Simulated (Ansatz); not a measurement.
# BHO2 (oxoborinic acid) at HSE06/def2-TZVPP

What is the electronic atomisation energy of BHO2 (oxoborinic acid) at HSE06/def2-TZVPP? 

The results are computed with Ansatz 0.2.0.

51 further runs of the same task are left out: 51 set aside as unsound or not needed.

**1. The molecule**

BHO2 has 4 atoms, charge 0, and is taken as a singlet. As SMILES, `O=BO`. The shape is that of a PBE0-D4/def2-TZVP optimisation.

Bond lengths: O1–B2 1.210 Å, B2–O3 1.322 Å, O3–H4 0.960 Å. Angles: O1–B2–O3 177.5°, B2–O3–H4 117.0°.

**2. The energy at HSE06/def2-TZVPP**

in.yaml

```yaml
crystal:
  periodic: [false, false, false]
  atoms:
    - {symbol: O, position_ang: [-1.555100, 0.523500, 0.428500]}
    - {symbol: B, position_ang: [-0.423900, 0.132000, 0.248600]}
    - {symbol: O, position_ang: [0.816700, -0.302000, 0.108600]}
    - {symbol: H, position_ang: [1.162300, -0.353500, -0.785700]}
basis:
  gaussian:
    orbitals: def2-TZVPP
output: {orbitals: {seedname: orbitals}}
magnetization:
  spin_polarized: false
  initial_magnetization: 0
accuracy: high
hamiltonian:
  xc: hse06
```

Command:

```
$ ansatz run in.yaml --threads 1 --pin off --max-ram 3480MiB --events-out events.jsonl --progress --plain --runs-dir runs
```

What it wrote:

```text
Warning: RAYON_NUM_THREADS=1 ignored (pool sized by the plan → 1); use --threads N
Functional definition: HSE06
  name "HSE06"
  parameter a = 0.25
  parameter omega = 0.11/bohr
  exchange = pbe_x - a*pbe_x_sr(omega) + a*exact_x_sr(omega)
  correlation = pbe_c
1677 factors; integrals over basis functions are off by at most 4.5e-9 eV
73 factors; integrals over basis functions are off by at most 1.4e-9 eV
mean field evaluation 1: about -4777.7331 eV, gradient 6.9e1 eV
mean field evaluation 2: about -4755.3091 eV, gradient 1.3e2 eV
mean field evaluation 4: about -4785.2433 eV, gradient 7.1e0 eV
mean field evaluation 8: about -4785.3188 eV, gradient 3.7e-1 eV
mean field evaluation 16: about -4785.3191 eV, gradient 2.5e-6 eV
mean field -4785.31910609 eV, -175.8572335429 hartree, gradient 6.9e-8 eV, S^2 0.000000; 0 other end points of the search recorded, 0 dependent functions left out
reference -4785.31910949 eV, -175.8572336680 hartree; 11, 11 occupied and 96, 96 virtual orbitals, 1677 factors
Total energy: -4785.31910949 eV, -175.8572336680 hartree
```

Wall time 4.5 s (1 thread of Arm Neoverse V1, shared host); peak memory 0.24 GiB.

**3. The B atom at the same level**

input.yaml

```yaml
crystal:
  periodic: [false, false, false]
  atoms:
    - {symbol: B, position_ang: [0.000000, 0.000000, 0.000000]}
basis:
  gaussian: {orbitals: def2-TZVPP}
hamiltonian: {xc: {name: HSE06}}
magnetization: {spin_polarized: true, initial_magnetization: 1}
accuracy: high
```

Command:

```
$ ansatz run input.yaml --threads 1 --pin off --max-ram 3480MiB --events-out events.jsonl --progress --plain --runs-dir runs
```

What it wrote (excerpt; [...] marks lines left out):

```text
Warning: RAYON_NUM_THREADS=1 ignored (pool sized by the plan → 1); use --threads N
[... 6 set-up lines as earlier in the session ...]
312 factors; integrals over basis functions are off by at most 3.0e-9 eV
62 factors; integrals over basis functions are off by at most 2.5e-10 eV
mean field evaluation 1: about -669.7683 eV, gradient 2.9e0 eV
mean field evaluation 2: about -669.8399 eV, gradient 6.9e-1 eV
mean field evaluation 4: about -669.8440 eV, gradient 2.3e-1 eV
mean field evaluation 8: about -669.8444 eV, gradient 1.9e-4 eV
mean field -669.84442031 eV, -24.6163284097 hartree, gradient 2.2e-8 eV, S^2 0.754151; 0 other end points of the search recorded, 0 dependent functions left out
reference -669.84442265 eV, -24.6163284956 hartree; 3, 2 occupied and 28, 29 virtual orbitals, 312 factors
Total energy: -669.84442265 eV, -24.6163284956 hartree
```

It took 0.64 s on 1 thread of Arm Neoverse V1, shared host.

**4. The H atom**

job.yaml

```yaml
crystal:
  periodic: [false, false, false]
  atoms:
    - {symbol: H, position_ang: [0.000000, 0.000000, 0.000000]}
basis:
  gaussian: {orbitals: def2-TZVPP}
magnetization: {spin_polarized: true, initial_magnetization: 1}
hamiltonian: {xc: hse06}
accuracy: high
```

Run the same way, it converges to -0.50075 Eh (log not shown).

**5. The O atom, same level**

input.yaml

```yaml
basis:
  gaussian: {orbitals: def2-TZVPP}
crystal:
  periodic: [false, false, false]
  atoms:
    - {symbol: O, position_ang: [0.000000, 0.000000, 0.000000]}
hamiltonian: {xc: hse06}
accuracy: high
magnetization: {spin_polarized: true, initial_magnetization: 2}
```

Command:

```
$ ansatz run input.yaml --threads 1 --pin off --max-ram 3480MiB --events-out events.jsonl --progress --plain --runs-dir runs
```

What it wrote (excerpt; [...] marks lines left out):

```text
Warning: RAYON_NUM_THREADS=1 ignored (pool sized by the plan → 1); use --threads N
[... 6 set-up lines as earlier in the session ...]
306 factors; integrals over basis functions are off by at most 3.5e-9 eV
35 factors; integrals over basis functions are off by at most 8.0e-10 eV
mean field evaluation 1: about -2041.1037 eV, gradient 7.8e0 eV
mean field evaluation 2: about -2041.2136 eV, gradient 4.0e0 eV
mean field evaluation 4: about -2041.2669 eV, gradient 5.0e-2 eV
mean field evaluation 8: about -2041.2671 eV, gradient 6.4e-4 eV
mean field evaluation 16: about -2041.2671 eV, gradient 3.8e-9 eV
mean field -2041.26707636 eV, -75.0151814357 hartree, gradient 3.8e-9 eV, S^2 2.003504; 0 other end points of the search recorded, 0 dependent functions left out
reference -2041.26707767 eV, -75.0151814840 hartree; 5, 3 occupied and 26, 28 virtual orbitals, 306 factors
Total energy: -2041.26707767 eV, -75.0151814840 hartree
```

Wall time 0.64 s (1 thread of Arm Neoverse V1, shared host).

**6. What came out**

Level: HSE06/def2-TZVPP.

```
                     quantity          value
       molecule: total energy  -175.85723 Eh
        molecule: HOMO energy       -8.98 eV
        molecule: LUMO energy       -0.84 eV
      molecule: HOMO–LUMO gap        8.14 eV
         B atom: total energy   -24.61633 Eh
                 B atom: ⟨S²⟩          0.754
         H atom: total energy    -0.50075 Eh
                 H atom: ⟨S²⟩          0.750
         O atom: total energy   -75.01518 Eh
                 O atom: ⟨S²⟩          2.004
electronic atomisation energy      19.314 eV
```

What this shows: Taking the molecule apart into free atoms costs 19.31 eV (445 kcal/mol), before zero-point energy and without spin-orbit coupling.
